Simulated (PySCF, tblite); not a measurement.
**C₆H₁₁PSi: geometry, infrared bands and NMR shifts**

Aim: predict the infrared bands and NMR shifts of C₆H₁₁PSi (`Cc1cc([SiH3])c(C)[pH]1`).

The runs use tblite 0.8.0 and PySCF 2.14.0, with density-fitted response routines of our own; the level of theory stands in each step. All values are computed, except where a source is named. Atoms are numbered from 0 throughout.

## Step 1: The starting structure

19 atoms, charge 0, multiplicity 1; geometry from: force field or distance geometry start.

Bonds of the start (Å): C0–C1 1.50, C1–C2 1.35, C2–C3 1.35, C3–Si4 1.88, C3–C5 1.37, C5–C6 1.48, C5–P7 1.82, P7–C1 1.78, C0–H8 1.11, C0–H9 1.12, C0–H10 1.10, C2–H11 1.11, Si4–H12 1.45, Si4–H13 1.48, Si4–H14 1.47, C6–H15 1.12, C6–H16 1.10, C6–H17 1.11, P7–H18 1.47.

## Step 2: Geometry optimisation with GFN2-xTB

The job: settings as JSON, then the geometry in Å.

```
{"job": {"kind": "relax", "xc": "GFN2-xTB", "basis": "xTB"}, "charge": 0, "multiplicity": 1}
C      3.210100    -0.114200    -0.165800
C      1.711300    -0.207700    -0.157800
C      0.845700     0.798400     0.079800
C     -0.478100     0.530100     0.044800
Si    -1.782500     1.840600     0.356800
C     -0.857700    -0.766500    -0.197300
C     -2.237800    -1.291500    -0.269600
P      0.716900    -1.663900    -0.409600
H      3.658900    -1.041900     0.246100
H      3.575100     0.687700     0.531700
H      3.528900     0.150600    -1.180200
H      1.214700     1.829600     0.274400
H     -2.980200     1.442100    -0.361500
H     -1.305300     3.161200    -0.116000
H     -1.954200     1.933300     1.812500
H     -2.172400    -2.346400    -0.630100
H     -2.897500    -0.707100    -0.933800
H     -2.757300    -1.332800     0.711600
H      0.951500    -2.892300     0.356600
```

Launch:

```bash
OMP_NUM_THREADS=1 python probes_run.py task.json out
```

One launch serves the whole session: the jobs run in the order shown.

**Question.** This job is followed by: GFN2-xTB harmonic vibrations, gas phase; GIAO PBE0/pcSseg-1 NMR shielding, non-relativistic, gas phase. What will the session give for the following? strongest single infrared mode (GFN2-xTB); zero-point energy (GFN2-xTB); 13C shifts against TMS (PBE0/pcSseg-1); 1H shifts against TMS (PBE0/pcSseg-1, means over atoms taken as alike); 29Si shifts against TMS (PBE0/pcSseg-1); 31P shifts against H3PO4 (PBE0/pcSseg-1).

As calculated:

| quantity | value |
| --- | --- |
| strongest single infrared mode (GFN2-xTB) | 781 cm⁻¹, 366 km/mol |
| zero-point energy (GFN2-xTB) | 88.4 kcal/mol |
| 13C shifts against TMS (PBE0/pcSseg-1) | 169.2, 152.9, 150.0, 145.9, 20.8, 19.9 ppm |
| 1H shifts against TMS (PBE0/pcSseg-1, means over atoms taken as alike) | 6.97, 4.92, 4.30, 2.39, 2.37 ppm |
| 29Si shifts against TMS (PBE0/pcSseg-1) | -87.4 ppm |
| 31P shifts against H3PO4 (PBE0/pcSseg-1) | -48.8 ppm |

**Reading.** The optimisation took 117 steps and gained 1.054 eV; among the close pairs (by a distance rule), C2–C3 changed most, from 1.351 to 1.447 Å. No mode is imaginary among the 51: a minimum at this level. Unscaled tight-binding wavenumbers are off by several per cent, some by more. Its intensities can rank the bands wrongly.
